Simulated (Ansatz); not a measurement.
# MoS2Cl2: structure and electronic state

What does MoS2Cl2 look like as a singlet, and where do its frontier electrons sit?

Method: RKS PBE0-D4/def2-TZVP; program: Ansatz 0.2.0, Gaussian basis.

Levels to be run: relaxation at B3LYP-D4/def2-SVP; a search for the lowest solution at PBE0-D4/def2-SVP; a single point at PBE0-D4/def2-TZVP.

3 further runs of the same task are left out: 1 that didn't finish, 2 set aside as unsound or not needed. Runs told in other sessions of the task aren't counted.

**1. The system as given**

5 atoms, charge 0, spin multiplicity 1.

Atoms are counted from 1 here; the program's logs count them from 0.

Bond lengths: Mo1–S2 2.151 Å, Mo1–S3 2.152 Å, Mo1–Cl4 2.155 Å, Mo1–Cl5 2.156 Å. Angles: S2–Mo1–S3 107.1°, S2–Mo1–Cl4 109.3°, S2–Mo1–Cl5 109.2°, S3–Mo1–Cl4 109.4°, S3–Mo1–Cl5 109.3°, Cl4–Mo1–Cl5 112.3°.

Coordinates:

```
Mo   -0.02454    0.00128   -0.01840
S     0.02713   -0.01728    2.13239
S     2.01549    0.01212   -0.70194
Cl   -1.01659    1.79191   -0.69252
Cl   -1.00149   -1.78804   -0.71953
```

Formally the metal is d0. Mo takes a core potential in the def2 sets. No spin-orbit coupling is included.

The start is a GFN2-xTB geometry.

**2. Optimising with B3LYP-D4/def2-SVP**

The input, in.yaml:

```yaml
crystal:
  periodic: [false, false, false]
  atoms:
    - {symbol: Mo, position_ang: [-0.024540, 0.001280, -0.018400]}
    - {symbol: S, position_ang: [0.027130, -0.017280, 2.132390]}
    - {symbol: S, position_ang: [2.015490, 0.012120, -0.701940]}
    - {symbol: Cl, position_ang: [-1.016590, 1.791910, -0.692520]}
    - {symbol: Cl, position_ang: [-1.001490, -1.788040, -0.719530]}
basis:
  gaussian: {orbitals: def2-SVP}
hamiltonian: {xc: {name: B3LYP}, dispersion: d4}
scf: {omitted_lower_state_checks: [starts]}
output: {orbitals: {seedname: orbitals}}
relax: {f_tol: 0.02, max_steps: 100}
```

Launch:

```sh
ansatz run in.yaml --threads 4 --pin off --events-out ev --progress --plain --max-ram 3916MiB
```

The runs that follow: Searching for the lowest solution, PBE0-D4/def2-SVP; Single point, PBE0-D4/def2-TZVP.

Q: Predict the results of all the runs planned. Wanted: point group; near neighbours of the metal; HOMO, LUMO at PBE0-D4/def2-TZVP; charge on the metal; dipole at B3LYP-D4/def2-SVP.

The runs gave:

| quantity | value |
| --- | --- |
| point group | C2v |
| near neighbours of the metal | S 2.11, S 2.11, Cl 2.26, Cl 2.26 Å |
| HOMO, LUMO at PBE0-D4/def2-TZVP | -7.82, -4.11 eV |
| charge on the metal (Mulliken, PBE0-D4/def2-TZVP) | +1.09 e |
| dipole at B3LYP-D4/def2-SVP | 0.02 D |

The molecule keeps its bonding pattern by the stored test; the atoms moved 0.07 Å (rms). The metal has 4 near neighbours by the distance rule, from 2.11 to 2.26 Å. The Mulliken charge of the metal, +1.09 e, depends on the basis and isn't its oxidation state. No usable vibrations, so a minimum isn't proven. Whether this spin is the lowest isn't tested here.
